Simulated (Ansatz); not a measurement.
**RuRh: a single-point run**

The task is a single-point run on RuRh. The structure is shown as the input types it.

Method: Kohn-Sham DFT, with the functional, basis and potentials that each input names (as first typed), in Ansatz 0.2.0.

## (1) The system as given

Symmetry: P-6m2, No. 187, hexagonal system. Conventional cell: a = 2.709 Å, b = 2.709 Å, c = 4.298 Å, α = 90.00°, β = 90.00°, γ = 120.00°. Around Ru (site symmetry -6m2) lie 6 Rh at 2.66 Å and 6 Ru at 2.71 Å. Around Rh (site symmetry -6m2) lie 6 Ru at 2.66 Å and 6 Rh at 2.71 Å.

Structure file:

```cif
data_structure
_symmetry_space_group_name_H-M 'P 1'
_symmetry_Int_Tables_number 1
_cell_length_a 2.7094
_cell_length_b 2.7094
_cell_length_c 4.2984
_cell_angle_alpha 90.000
_cell_angle_beta 90.000
_cell_angle_gamma 120.000
_cell_volume 27.33
loop_
_atom_site_label
_atom_site_type_symbol
_atom_site_fract_x
_atom_site_fract_y
_atom_site_fract_z
_atom_site_occupancy
Ru1 Ru 0.00000 0.00000 0.50000 1
Rh1 Rh 0.66667 0.33333 0.00000 1
```

## (2) Input and run

input.yaml reads:

```yaml
crystal:
  lattice:
    - [2.7094150211, 0.0, 0.0]
    - [-1.3547075106, 2.3464222377, 0.0]
    - [0.0, 0.0, 4.2983681]
  atoms:
    - { symbol: Ru, position: [0.0, 0.0, 0.5], spin: 0.5 }
    - { symbol: Rh, position: [0.6666666667, 0.3333333333, 0.0], spin: 0.5 }
magnetization:
  spin_polarized: true
  initial_magnetization: 1.0
  spin_locking: { lock_magnetization: hard }
kpoints:
  mp_grid: { grid: [14, 14, 8] }
scf:
  occupations: { method: fermi_dirac, width: 0.05 }
  lower_state_search: "off"
  max_iter: 50
hamiltonian:
  xc: r2scan
  pseudopotentials: { kind: paw }
  hubbard: { sites: [{ species: Rh, l: d, u_eff: 40.0 }] }
output:
  forces: true
  stress: true
  eigenvalues: true
```

Started as:

```bash
$ ansatz run input.yaml --threads 1 --pin off --max-ram 3072MiB --backend cpu --events-out ev --progress --plain --runs-dir out
```

Q: Will this input give a usable result? If not, why, and what should change?

The program finished normally, with warnings (filled band counts differ across k points, locked moment state unchecked, stability check not made). It gives a pressure of 31 GPa, which is large; a structure far from rest gives such values too, whatever the setting.

The suspect setting: hamiltonian.hubbard.sites is [{species: Rh, l: d, u_eff: 40.0}]. The Hubbard parameter is far from any physical value.

The test: delete hamiltonian.hubbard.sites.
